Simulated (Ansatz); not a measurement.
# CH4ClIn: a barrier at many levels of theory

How high is the barrier of this step (Cl2–H3 formed, In1–Cl2 broken, In1–H3 broken), and how far do cheaper methods land from CCSD(T)?

Computed with Ansatz 0.2.0, Gaussian basis. Level: single points in def2-TZVPP on PBE0-D4/def2-TZVP structures.

Levels: SPW92, PBE-D4, BLYP-D4, r2SCAN-D4, B97M-V, PBE0-D4, B3LYP-D4, r2SCAN0-D4, BHLYP-D4, CAM-B3LYP-D4, wB97X-V, wB97M-V, B2PLYP, PBE-QIDH, RPA on PBE, Hartree-Fock, MP2, CCSD, CCSD(T). The reference is CCSD(T) at the basis limit, from triple and quadruple zeta. Zero-point energies come from PBE0-D4 vibrations.

Cores are frozen in the correlated methods. Filled d shells of the heavier atoms are correlated. Core potentials replace the inner electrons past krypton, and spin-orbit coupling is left out. B3LYP uses VWN-RPA correlation. B2PLYP carries no dispersion term here.

42 further runs of the same task are left out: 42 set aside as unsound or not needed.

### 1 The three structures

Charge 0, multiplicity 1. The folders r, ts and p hold the start, the saddle and the end; their coordinates stand in the first inputs.

| pair | r (Å) | ts (Å) | p (Å) |
| --- | --- | --- | --- |
| Cl2–H3 | 3.380 | 1.732 | 1.309 |
| In1–Cl2 | 2.357 | 2.756 | 3.913 |
| In1–H3 | 1.708 | 1.785 | 2.604 |

### 2 SPW92/def2-TZVPP

r/in.yaml reads:

```yaml
crystal:
  periodic: [false, false, false]
  atoms:
    - {symbol: In, position_ang: [-0.509564, -0.864431, -0.417677]}
    - {symbol: Cl, position_ang: [1.094902, -2.573236, -0.170462]}
    - {symbol: H, position_ang: [-1.940779, -1.450698, -1.142966]}
    - {symbol: C, position_ang: [0.230179, 0.989043, 0.330591]}
    - {symbol: H, position_ang: [0.431114, 0.878972, 1.397316]}
    - {symbol: H, position_ang: [1.171099, 1.217590, -0.171538]}
    - {symbol: H, position_ang: [-0.476852, 1.802760, 0.174837]}
basis:
  gaussian: {orbitals: def2-TZVPP}
hamiltonian: {xc: lda}
```

ts/in.yaml reads:

```yaml
crystal:
  periodic: [false, false, false]
  atoms:
    - {symbol: In, position_ang: [-0.910145, -0.442850, -0.495256]}
    - {symbol: Cl, position_ang: [0.447233, -2.841546, -0.476325]}
    - {symbol: H, position_ang: [-1.067474, -2.157992, -0.965291]}
    - {symbol: C, position_ang: [0.230384, 1.162110, 0.371361]}
    - {symbol: H, position_ang: [0.426797, 0.929899, 1.420116]}
    - {symbol: H, position_ang: [1.182777, 1.243824, -0.155849]}
    - {symbol: H, position_ang: [-0.309473, 2.106556, 0.301344]}
basis:
  gaussian: {orbitals: def2-TZVPP}
hamiltonian: {xc: lda}
```

p/in.yaml reads:

```yaml
crystal:
  periodic: [false, false, false]
  atoms:
    - {symbol: In, position_ang: [-0.074224, -0.474897, -0.144108]}
    - {symbol: Cl, position_ang: [-0.648260, -4.178542, -1.270189]}
    - {symbol: H, position_ang: [-0.456645, -2.939382, -0.893184]}
    - {symbol: C, position_ang: [0.251451, 1.620191, 0.492317]}
    - {symbol: H, position_ang: [0.380914, 1.684144, 1.577607]}
    - {symbol: H, position_ang: [1.146980, 2.038011, 0.021050]}
    - {symbol: H, position_ang: [-0.600118, 2.250475, 0.216608]}
basis:
  gaussian: {orbitals: def2-TZVPP}
hamiltonian: {xc: lda}
```

The same command starts each run, in its folder.

Launch:

```console
> ansatz run in.yaml --threads 2 --pin off --events-out ev --progress --plain --max-ram 4352MiB
```

Further steps of the session: PBE-D4/def2-TZVPP; BLYP-D4/def2-TZVPP; r2SCAN-D4/def2-TZVPP; B97M-V/def2-TZVPP; PBE0-D4/def2-TZVPP; B3LYP-D4/def2-TZVPP; r2SCAN0-D4/def2-TZVPP; BHLYP-D4/def2-TZVPP; CAM-B3LYP-D4/def2-TZVPP; wB97X-V/def2-TZVPP; wB97M-V/def2-TZVPP; B2PLYP/def2-TZVPP; PBE-QIDH/def2-TZVPP; RPA on PBE/def2-TZVPP; CCSD(T)/def2-TZVPP; MP2/def2-QZVPP; SPW92/def2-SVP; PBE-D4/def2-SVP; PBE0-D4/def2-SVP; wB97M-V/def2-SVP; CCSD(T)/def2-SVP; Vibrations of the start structure; Vibrations of the end structure.

Before running it: what results should come out? Wanted: barrier, CCSD(T)/CBS; reverse barrier, CCSD(T)/CBS; step energy, CCSD(T)/CBS; barrier with zero-point energy; step energy with zero-point energy; imaginary mode at the saddle; largest T1 diagnostic.

The runs gave:

| quantity | value |
| --- | --- |
| barrier, CCSD(T)/CBS | 184.2 kJ/mol |
| reverse barrier, CCSD(T)/CBS | 71.8 kJ/mol |
| step energy, CCSD(T)/CBS | +112.4 kJ/mol |
| barrier with zero-point energy | 177.7 kJ/mol |
| step energy with zero-point energy | +110.0 kJ/mol |
| imaginary mode at the saddle | 932i cm⁻¹ |
| largest T1 diagnostic | 0.016 |

**Reading.** r2SCAN0-D4 is the best functional here (-0.7 kJ/mol from CCSD(T)/CBS); SPW92 is the worst (-49.3 kJ/mol). Mean unsigned error by rung: LDA 49.3, GGA 44.9, meta-GGA 13.7, hybrid 12.4, range-separated hybrid 12.2, double hybrid 9.8 kJ/mol. PBE-D4 gives a barrier 43.6 kJ/mol too low, outside chemical accuracy (1 kcal/mol, 4.2 kJ/mol). Every functional without exact exchange puts the barrier too low, the usual mark of self-interaction error, which favours the spread-out density of a saddle. The barrier rises with the share of exact exchange, from BLYP-D4 through B3LYP-D4 to BHLYP-D4 (-46.1, -20.5, +15.9 kJ/mol). Hartree-Fock, with no correlation, is off by +70.3 kJ/mol. Zero-point motion lowers the barrier by 6.5 kJ/mol. The restricted Hartree–Fock reference is unstable towards an unrestricted one at one or more of these structures.
